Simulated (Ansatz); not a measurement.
# WSe2: the cost of one run

Computed with Ansatz 0.2.0 (DFT PBEsol, scalar-relativistic, plane waves, PAW, and further levels as typed in the inputs, unless a step's input says otherwise).

### 1 The system as given

It takes space group P-6m2 (No. 187, hexagonal). Conventional cell: a = 3.315 Å, b = 3.315 Å, c = 21.341 Å, α = 90.00°, β = 90.00°, γ = 120.00°. Se (site symmetry 3m) has 3 W at 2.54 Å as nearest neighbours. W (site symmetry -6m2) has 6 Se at 2.54 Å as nearest neighbours.

Structure file:

```
CELL_PARAMETERS angstrom
3.31482 0.00000 0.00000
-1.65741 2.87072 0.00000
0.00000 0.00000 21.34100
ATOMIC_POSITIONS crystal
Se 0.66667 0.33333 0.42172
W 0.33333 0.66667 0.50000
Se 0.66667 0.33333 0.57828
```

### 2 Relaxing the atoms: WSe2 sheet, no spin

Input file input.yaml:

```yaml
crystal:
  lattice:
    - [3.31482, 0.0, 0.0]
    - [-1.65741, 2.870718329, 0.0]
    - [0.0, 0.0, 21.341]
  atoms:
    - { symbol: Se, position: [0.6666666667, 0.3333333333, 0.4217234431] }
    - { symbol: W, position: [0.3333333333, 0.6666666667, 0.5] }
    - { symbol: Se, position: [0.6666666667, 0.3333333333, 0.5782765569] }
  periodic: [true, true, false]
scf:
  occupations: { method: gaussian, width: 0.02 }
  n_extra_bands: 6
output:
  forces: true
  stress: false
  write_density: true
  write_potential: true
  elf: true
  volumetric_format: npy
kpoints:
  mp_grid: { grid: [12, 12, 1] }
hamiltonian:
  xc: pbesol
relax:
  f_tol: 0.002
  max_steps: 100
```

Launch:

```sh
$ ansatz run input.yaml --threads 8 --pin off --max-ram 24576MiB --backend cpu --events-out ev --progress --plain --runs-dir out
```

Q: Estimate wall time and peak memory on 8 threads of Intel Xeon at 2.50GHz (Skylake/Cascade Lake), shared host.

About 42 s, with a peak of 0.88 GiB.
